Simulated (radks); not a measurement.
# Yb⁺ in [Kr] 4d10 4f14 5s2 5p4 6s1 5d2: an all-electron calculation

Wanted: eigenvalues, radial structure and energy terms of the ytterbium ion Yb+.

The numbers are computed with radks (a radial shooting solver on a logarithmic mesh, Libxc functionals) version 1 (Dirac Kohn-Sham, PBE, spin-unpolarised, spherical densities, finite nucleus; open shells fill j = l - 1/2 first), except any that are marked as measured or tabulated.

## (1) What is computed

```
element            : ytterbium (Z = 70)
charge             : +1
electrons          : 69
configuration      : [Kr] 4d10 4f14 5s2 5p4 6s1 5d2
nuclear rms radius : 5.3108 fm
```

## (2) The run

Settings of this run:

```text
Z 70
configuration [Kr] 4d10 4f14 5s2 5p4 6s1 5d2
relativity Dirac
functional pbe,pbe
spin unpolarised
j_filling energy
nucleus finite rms 5.3108 fm
c 137.035999084
```

**Question.** What will this run give?

As calculated:

| quantity | value |
| --- | --- |
| total energy | -14072.0610 hartree |
| exchange-correlation share of it | 2.09 % |
| −T/E | 1.1106 |
| highest occupied level | 5d3/2, -9.196 eV |
| most extended occupied level | 6s1/2, <r> = 3.32 bohr |
| radius at density 0.001 e/bohr³ | 4.52 bohr |
| maxima of the radial density | 4 |

6 principal shells are occupied and 4 maxima appear in the radial density; where shells overlap, one shows as a shoulder or not at all. Relativity lifts −T/E to 1.111. This is not the tabulated ground configuration, so its levels and sizes aren't those of the ground state, and no measured value stands beside it.
